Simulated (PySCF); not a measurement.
Molecule: FBSeH2, in a box.

```xyz
5
Lattice="12.0000 0.0000 0.0000 0.0000 13.0000 0.0000 0.0000 0.0000 11.0000" Properties=species:S:1:pos:R:3 pbc="T T T"
F     5.7295    4.8649    6.3249
B     5.7379    5.9599    5.5876
Se    7.1176    7.2721    5.9268
H     4.9085    6.1128    4.7431
H     6.6334    8.1771    4.8792
```

Base run:

```yaml
Program: PySCF 2.14.0
Functional: PBEsol0
Potentials_or_basis: def2-svp (all-electron)
k_mesh: 1 × 1 × 1
Occupations: fixed
Spin: no spin polarisation
```

Its results: gap between the frontier levels 7.04 eV.

The run is repeated on the same cell with these changes: functional from PBEsol0 to PBE. What comes out?

Gap between the frontier levels 4.93 eV.

PBEsol0 gives the wider gap, since exact exchange removes part of the self-interaction.

Caveats: this is a molecule in a periodic box at the Γ point, so its band gap is the HOMO-LUMO gap; relativity is left out, which matters for the heavier elements; the basis of atomic orbitals isn't converged, which shifts pressures, moduli and gaps.

